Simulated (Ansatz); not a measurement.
# MoH+ (triplet): wave-function methods side by side at distance Mo1–H2 = 1.819 Å, def2-SVP

An exercise on one series of results from a longer session: the logs are not shown, and one member is left open.

Computed with Ansatz 0.2.0, Gaussian basis. Level: def2-SVP, core rule «outside noble gas», up to 4 orbitals frozen.

Plan: UHF; CCSD(T) on ROHF; CCSD(T) on UHF; CISD; CCSDT(Q) on ROHF; CCSDT(Q) on UHF; CASSCF and MRCISD+Q, 4 electrons in 4 orbitals; CASSCF and NEVPT2, 4 electrons in 4 orbitals; Full CI.

30 further runs of the same task are left out: 15 for a known fault of the program, 9 that didn't finish, 6 set aside as unsound or not needed.

**The geometry**

The geometry derives from a PBE0/def2-TZVP stationary point (not a proven minimum). One bond is set to the value named and the two fragments are kept rigid. No spin-orbit coupling is included. Elements past krypton take def2 core potentials.

2 atoms, charge 1, spin multiplicity 3.

Atoms are counted from 1 here; the program's logs count them from 0.

Bond lengths: Mo1–H2 1.819 Å.

The first run:

in.yaml

```yaml
crystal:
  periodic: [false, false, false]
  atoms:
    - {symbol: Mo, position_ang: [0.000000, 0.000000, 0.000000]}
    - {symbol: H, position_ang: [0.000000, 0.000000, 1.819000]}
basis:
  gaussian: {orbitals: def2-SVP}
total_charge: 1
magnetization: {spin_polarized: true, initial_magnetization: 2}
hamiltonian: {xc: hf}
output: {orbitals: {seedname: orbitals}}
```

Run with:

```bash
$ ansatz run in.yaml --threads 1 --pin off --events-out ev --progress --plain --max-ram 2393MiB
```

Among the steps run: UHF; CCSD(T) on ROHF; CCSD(T) on UHF; CISD; CCSDT(Q) on ROHF; CCSDT(Q) on UHF; CASSCF and MRCISD+Q, 4 electrons in 4 orbitals; CASSCF and NEVPT2, 4 electrons in 4 orbitals; Full CI.

One of the session's tables, all rows but one given; the rest of the session is left out.

| method | from FCI (kJ/mol) |
| --- | --- |
| ROHF | +274.8 |
| RMP2 | +84.1 |
| CISD | +32.3 |
| RCCSD | +22.1 |
| RCCSD(T) | ? |
| RCCSDT | +2.5 |
| RCCSDT(Q) | +0.8 |
| FCI | 0 |

Estimate the missing values for RCCSD(T).

**Answer.** from FCI (kJ/mol): +11.6. In the column «from FCI (kJ/mol)» it lies between RCCSDT (+2.5) and RCCSD (+22.1).

Not comparable, so not listed: CASSCF and MRCISD+Q, 4 electrons in 4 orbitals (they don't share determinant, frozen orbitals or solution with the rows shown, or repeat one).

Left out of the table: CASSCF pair, NEVPT2 pair (the active space lost an orbital or holds another state than full CI finds).

To keep in mind: Left out of the table: UHF, UMP2, UCCSD, UCCSD(T), UCCSDT, UCCSDT(Q) (another determinant or state than the rows shown). Warnings in the runs' records: passed over end.
